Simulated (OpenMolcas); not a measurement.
**Fe²⁺ among point charges: CASSCF levels and susceptibility**

How does a field of 6 point charges split the states of Fe²⁺, and what χT follows?

The numbers are computed with OpenMolcas 26.06 (state-averaged CASSCF, spin-orbit coupling by RASSI with atomic mean-field integrals), except any that are marked as measured or tabulated.

1 further run of the same task is left out (it didn't finish).

**1. What is computed**

| Property | Result |
| --- | --- |
| Species | Fe²⁺ (iron, Z = 26, 24 electrons) |
| Basis | ANO-RCC-VDZP [5s4p2d1f], 34 functions |
| Scalar Hamiltonian | DKH2, point nucleus |
| Inactive shells | 1s 2s 2p 3s 3p |
| Active space | 6 electrons in 5 orbitals (3d) |
| Some configurations of this space | 3d6 |
| Orbitals | optimised for each spin and parity, averaged over all roots |

The outer shells:

3d6
```
3d [↑↓][↑ ][↑ ][↑ ][↑ ]
```

The ion sits among 6 point charges of -1.76 e arranged as a trigonal prism (D3h), 1.98 Å from the ion, with a polar angle of 48.6° against the regular 49.1°. The active orbitals were held to one l.

Each step is its own input file, run in one work folder so that later steps find the files of earlier ones. Labels, J, g values, rates, χT and fits are worked out afterwards by a script from the matrices that RASSI stores.

**2. One- and two-electron integrals**

Input file a.inp:

```
&GATEWAY
Coord
1

Fe 0.0 0.0 0.0
Basis=ANO-RCC-VDZP
Group=NoSym
NoMove
AngMom=0.0 0.0 0.0
AMFI
XField
6 Angstrom 0
1.485426 0.000000 1.309164 -1.760000
-0.742713 1.286416 1.309164 -1.760000
-0.742713 -1.286416 1.309164 -1.760000
1.485426 0.000000 -1.309164 -1.760000
-0.742713 1.286416 -1.309164 -1.760000
-0.742713 -1.286416 -1.309164 -1.760000
&SEWARD
```

On the command line:

```console
OMP_NUM_THREADS=1 MOLCAS_MEM=1689 MOLCAS_PROJECT=a pymolcas a.inp > a.log
```

Log:

```text
Basis set label: FE.ANO-RCC...5S4P2D1F.

      Electronic valence basis set:
      ------------------
      Associated Effective Charge  26.000000 au
      Associated Actual Charge     26.000000 au
      Nuclear Model: Point charge

      Shell  nPrim  nBasis  Cartesian Spherical Contaminant
         s      21       5        X
         p      15       4        X
         d      10       2                 X
         f       6       1                 X
                  Relativistic Douglas-Kroll-Hess integrals:
                    - DKH order of Hamiltonian: 2
                    - DKH order of Properties : 0
                  Atomic mean-field integrals
```

**3. CASSCF: quintets, 5 roots**

Input file a.inp:

```
&RASSCF
FileOrb=start.orb
Symmetry=1
Spin=5
nActEl=6 0 0
Inactive=9
Ras2=5
CIRoot=5 5 1
SDav=5
CIMx=300
Iter=120 100
PrWF=0.3
OrbListing=Nothing
MaxOrb=0
SupSym
1
10 10 11 12 13 14 23 24 25 26 27
>>> COPY $Project.JobIph JOB001
```

start.orb holds the contracted functions of the basis, ordered by shell, or the orbitals of the step before.

Log (excerpt; [...] marks lines left out):

```text
[...]
      Number of active orbitals                  5
[...]
      Spin quantum number                      2.0
[...]
      Active orbitals                            5
[...]
      Number of CSFs                             5
      Number of root(s) required                 5
[...]
      Convergence after  9 iterations
[...]
      Natural orbitals and occupation numbers for root  1
      sym 1:   1.000000   1.000000   1.000000   1.000000   2.000000
      Natural orbitals and occupation numbers for root  2
      sym 1:   2.000000   1.000000   1.000000   1.000000   1.000000
      Natural orbitals and occupation numbers for root  3
      sym 1:   1.000000   1.000000   2.000000   1.000000   1.000000
::    RASSCF root number  1 Total energy:  -1276.18670583
::    RASSCF root number  2 Total energy:  -1276.18670583
::    RASSCF root number  3 Total energy:  -1276.16608456
::    RASSCF root number  4 Total energy:  -1276.15333661
::    RASSCF root number  5 Total energy:  -1276.15333660
```

**4. CASSCF: triplets, 45 roots**

Input file a.inp:

```
&RASSCF
FileOrb=start.orb
Symmetry=1
Spin=3
nActEl=6 0 0
Inactive=9
Ras2=5
CIRoot=45 45 1
SDav=45
CIMx=300
Iter=120 100
PrWF=0.3
OrbListing=Nothing
MaxOrb=0
SupSym
1
10 10 11 12 13 14 23 24 25 26 27
>>> COPY $Project.JobIph JOB002
```

On the command line:

```console
OMP_NUM_THREADS=1 MOLCAS_MEM=1689 MOLCAS_PROJECT=a pymolcas a.inp > a.log
```

Log (excerpt; [...] marks lines left out):

```text
[...]
      Number of active orbitals                  5
[...]
      Spin quantum number                      1.0
[...]
      Active orbitals                            5
[...]
      Number of CSFs                            45
      Number of root(s) required                45
[...]
      Convergence after  8 iterations
[...]
      Natural orbitals and occupation numbers for root  1
      sym 1:   1.438902   1.784870   0.668656   0.668662   1.438909
      Natural orbitals and occupation numbers for root  2
      sym 1:   1.438902   1.784870   0.668663   0.668656   1.438910
      Natural orbitals and occupation numbers for root  3
      sym 1:   1.791627   1.359205   0.536152   0.769388   1.543627
::    RASSCF root number  1 Total energy:  -1276.08482850
::    RASSCF root number  2 Total energy:  -1276.08482850
::    RASSCF root number  3 Total energy:  -1276.08413101
[...]
::    RASSCF root number 27 Total energy:  -1276.04046719
::    RASSCF root number 28 Total energy:  -1276.03905536
::    RASSCF root number 29 Total energy:  -1276.03155719
::    RASSCF root number 30 Total energy:  -1276.03155719
```

**5. CASSCF: singlets, 50 roots**

Input file a.inp:

```
&RASSCF
FileOrb=start.orb
Symmetry=1
Spin=1
nActEl=6 0 0
Inactive=9
Ras2=5
CIRoot=50 50 1
SDav=50
CIMx=300
Iter=120 100
PrWF=0.3
OrbListing=Nothing
MaxOrb=0
SupSym
1
10 10 11 12 13 14 23 24 25 26 27
>>> COPY $Project.JobIph JOB003
```

On the command line:

```console
OMP_NUM_THREADS=1 MOLCAS_MEM=1689 MOLCAS_PROJECT=a pymolcas a.inp > a.log
```

Log (excerpt; [...] marks lines left out):

```text
[...]
      Number of active orbitals                  5
[...]
      Spin quantum number                      0.0
[...]
      Active orbitals                            5
[...]
      Number of CSFs                            50
      Number of root(s) required                50
[...]
      Convergence after  8 iterations
[...]
      Natural orbitals and occupation numbers for root  1
      sym 1:   1.650389   1.763404   0.467909   0.467909   1.650389
      Natural orbitals and occupation numbers for root  2
      sym 1:   1.871938   1.133892   0.553955   0.883823   1.556392
      Natural orbitals and occupation numbers for root  3
      sym 1:   1.133892   1.871938   0.883823   0.553955   1.556392
::    RASSCF root number  1 Total energy:  -1276.04375616
::    RASSCF root number  2 Total energy:  -1276.03893703
::    RASSCF root number  3 Total energy:  -1276.03893702
[...]
::    RASSCF root number 27 Total energy:  -1275.97017908
::    RASSCF root number 28 Total energy:  -1275.97017907
::    RASSCF root number 29 Total energy:  -1275.95655940
::    RASSCF root number 30 Total energy:  -1275.95267915
```

**6. RASSI: spin-orbit coupling between the states**

Input file a.inp:

```
&RASSI
NrOfJobIphs=3 5 45 50
1 2 3 4 5
1 2 3 4 5 6 7 8 9 10 11 12 13 14 15 16 17 18 19 20 21 22 23 24 25 26 27
28 29 30 31 32 33 34 35 36 37 38 39 40 41 42 43 44 45
1 2 3 4 5 6 7 8 9 10 11 12 13 14 15 16 17 18 19 20 21 22 23 24 25 26 27
28 29 30 31 32 33 34 35 36 37 38 39 40 41 42 43 44 45 46 47 48 49 50
IphNames
JOB001
JOB002
JOB003
EJob
SpinOrbit
DIPRint=1.0
SOCoupling=1000.0
Subsets=2
Property=9
'ANGMOM' 1 'ANGMOM' 2 'ANGMOM' 3 'MLTPL  1' 1 'MLTPL  1' 2 'MLTPL  1' 3
'AMFI' 1 'AMFI' 2 'AMFI' 3
SOProperty=3
'ANGMOM' 1 'ANGMOM' 2 'ANGMOM' 3
```

Log (excerpt; [...] marks lines left out):

```text
SPIN-FREE ENERGIES:
  (Shifted by EMIN (a.u.) =      -1276.1867058348)
 SF State       Relative EMIN(au)   Rel lowest level(eV)    D:o, cm**(-1)      L_eff
     1             0.0000000000        0.0000000000              0.0000         2.0
     2             0.0000000085        0.0000002321              0.0019         2.0
     3             0.0206212771        0.5611335358           4525.8472         2.0
     4             0.0333692284        0.9080229636           7323.6991         2.0
     5             0.0333692374        0.9080232086           7323.7011         2.0
     6             0.1018773328        2.7722234534          22359.4901         4.8
     7             0.1018773328        2.7722234534          22359.4901         4.8
     8             0.1025748217        2.7912030914          22512.5712         3.9
     9             0.1025748278        2.7912032592          22512.5725         3.9
    10             0.1074661584        2.9243031449          23586.0955         4.9
[...]
Eigenvalues of complex Hamiltonian:
   -----------------------------------
  (Shifted by EMIN (a.u.) =      -1276.1867058348)
 SO State       Relative EMIN(au)   Rel lowest level(eV)    D:o, cm**(-1)     J-value
     1            -0.0020226417        0.0000000000              0.0000         1.6
     2            -0.0020226417        0.0000000000              0.0000         1.6
     3            -0.0010757820        0.0257653660            207.8117         2.2
     4            -0.0010757820        0.0257653660            207.8117         2.2
     5            -0.0001337843        0.0513984270            414.5563         2.4
     6            -0.0001337758        0.0513986586            414.5581         2.4
     7             0.0008036948        0.0769085326            620.3091         2.3
     8             0.0008036949        0.0769085362            620.3092         2.3
     9             0.0017363832        0.1022882792            825.0106         1.6
    10             0.0017373988        0.1023159153            825.2335         1.6
    11             0.0201674975        0.6038244470           4870.1726         3.3
[...]
```

These steps: 23 s of run time, 1 thread, shared host.

Spin-free states, with their symmetry labels:

| state | degeneracy | E (cm-1) | free-ion L (%) |
| --- | --- | --- | --- |
| 5E | 2 | 0 | D (100) |
| 5A1 | 1 | 4526 | D (100) |
| 5E | 2 | 7324 | D (100) |
| triplet | 2 | 22359 | H (83) |
| 3E | 2 | 22513 | H (49) |
| 3E | 2 | 23586 | H (86) |
| 3A2 | 1 | 24064 | H (75) |
| 3E | 2 | 24164 | H (90) |
| 3A2 | 1 | 27328 | P (87) |
| 3E | 2 | 27484 | F (92) |
| 3E | 2 | 28093 | P (49) |
| 3E | 2 | 28821 | H (100) |
| triplet | 2 | 29019 | F (87) |
| 3E | 2 | 29930 | G (50) |
| 3A1 | 1 | 30116 | G (94) |
| 3E | 2 | 30460 | G (90) |
| 1A1 | 1 | 31374 | I (90) |
| 3E | 2 | 31813 | G (76) |
| 3E | 2 | 32096 | F (34) |
| 3A2 | 1 | 32406 | F (67) |
| 1E | 2 | 32432 | I (96) |
| singlet | 2 | 33436 | G (64) |
| triplet | 2 | 34051 | G (86) |
| 1E | 2 | 34236 | I (91) |

With spin-orbit coupling:

```tsv
E (cm-1)	Degeneracy	Label	2S+1	g
0.0	2	E	5	0.00 0.00 12.01
207.8	2		5	0.00 0.00 8.01
414.6	2	E	5	0.00 0.00 4.00
620.3	2	E	5	
825.0	1	A1	5	
825.2	1	A2	5	
4870	1	A1	5	
4883	2	E	5	0.00 0.00 3.99
4922	2	E	5	0.00 0.00 7.99
7526	2		5	0.00 0.00 10.01
7665	2	E	5	0.00 0.00 6.02
7785	2	E	5	0.00 0.00 2.07
7866	1	A2	5	
7922	1	A1	5	
7991	2	E	5	0.00 0.00 5.94
22560	2	E	3	0.00 0.00 6.00
22568	2	E	3	0.00 0.00 10.00
22740	2		3	0.00 0.00 6.00
22909	2	E	3	0.00 0.00 2.04
22978	2	E	3	0.00 0.00 2.01
23143	1	A1	3	
23299	1	A2	3	
23703	2		3	0.00 0.00 8.00
23990	2	E	3	0.00 0.00 4.01
```

The table of states holds 24 of 58 computed; the rest, higher up, is left out. Labels of spin-orbit levels are those of the rotation subgroup (D3 for D3h). Principal g values are given for doublets only; a zero marks a field direction without first-order Zeeman splitting.

Powder χT (cm³ K/mol): 4.52 at 2 K, 4.54 at 5 K, 4.58 at 10 K, 4.65 at 20 K, 4.85 at 50 K, 5.05 at 100 K, 5.10 at 150 K, 5.06 at 200 K, 4.98 at 250 K, 4.89 at 300 K.

Orbitals of the lowest block (energies include the constant potential of the surroundings):

| shell | space | energy (hartree) | mean occupation | ⟨r²⟩ (bohr²) |
| --- | --- | --- | --- | --- |
| 1s | inactive | -261.5239 | 2.000 | 0.00455 |
| 2s | inactive | -30.2823 | 2.000 | 0.0831 |
| 2p | inactive | -25.3532 | 6.000 | 0.0677 |
| 3s | inactive | -2.1141 | 2.000 | 0.759 |
| 3p | inactive | -0.6288 | 6.000 | 0.874 |
| 3d | RAS2 |  | 6.000 | 1.52 |

**7. Results**

```
                                            quantity                            value
                                              method                           CASSCF
                              spin-free ground state   5E, 2-fold in its orbital part
first state of the same spin within the active space                 5A1 at 4530 cm⁻¹
                                        lowest level  2-fold E, g = 0.00, 0.00, 12.01
                                          next level                       207.8 cm⁻¹
                                         χT at 300 K                   4.89 cm³ K/mol
                           effective moment at 300 K                          6.26 μB
```

What this shows: The spin-free ground state (5E) comes to 100 % from free-ion D terms and keeps the highest spin of the shell. χT at 300 K is 4.89, against 3.01 cm³ K/mol for the spin alone, so orbital moment adds to it. An active space of the d shell alone favours high spin; real ions in strong fields can be low spin. The field of point charges can differ much from that of real complexes. With metal d orbitals alone active, the gaps between spin states are rough; where two lie within a few thousand cm-1, their order is open. Point charges carry no covalency, so the field is a model and not that of real ligands.
